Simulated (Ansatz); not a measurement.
Crystal: HgF3.

```
CELL_PARAMETERS angstrom
0.00000 2.86317 2.86317
2.86317 0.00000 2.86317
2.86317 2.86317 0.00000
ATOMIC_POSITIONS crystal
Hg 0.00000 0.00000 0.00000
F 0.50000 0.50000 0.50000
F 0.75000 0.75000 0.75000
F 0.25000 0.25000 0.25000
```

The cell comes from a database or a generator and needn't be the stable form of this composition.

```yaml
Program: Ansatz 0.2.0
Task: single point
Functional: PBE
Potentials_or_basis: Ansatz PAW
Cutoff: "420 eV (not typed: the program's choice for these potentials)"
k_mesh: 8 × 8 × 8
Occupations: fermi-dirac, width 0.05 eV
Spin: no spin polarisation
```

On this cell: pressure 1.4 GPa; largest force zero by symmetry; band gap on the k mesh none (metal or under the smearing width).

The same run follows on a disturbed copy (atoms moved at random, drawn with an rms of 0.05 Å):

```
CELL_PARAMETERS angstrom
0.00000 2.86317 2.86317
2.86317 0.00000 2.86317
2.86317 2.86317 0.00000
ATOMIC_POSITIONS crystal
Hg 0.01258 0.00023 0.99157
F 0.49936 0.49453 0.51040
F 0.76276 0.73570 0.73769
F 0.26368 0.24874 0.23771
```

Question: What changes?

Answer: The energy (extrapolated to zero smearing) moves by +3.1 meV/atom; pressure 1.6 GPa; largest force 0.192 eV/Å; band gap on the k mesh none (metal or under the smearing width).

Forces on the atoms (eV/Å):
```
Hg  -0.103 -0.018 -0.026
F   -0.171 -0.067  0.058
F    0.178  0.032  0.039
F    0.096  0.053 -0.070
```

Stress tensor (GPa, compression positive):
```
1.48 0.32 0.00
0.32 1.66 0.29
0.00 0.29 1.66
```

Caveats: an odd number of electrons without spin polarisation forces a metal; a magnetic or distorted state may lie lower.
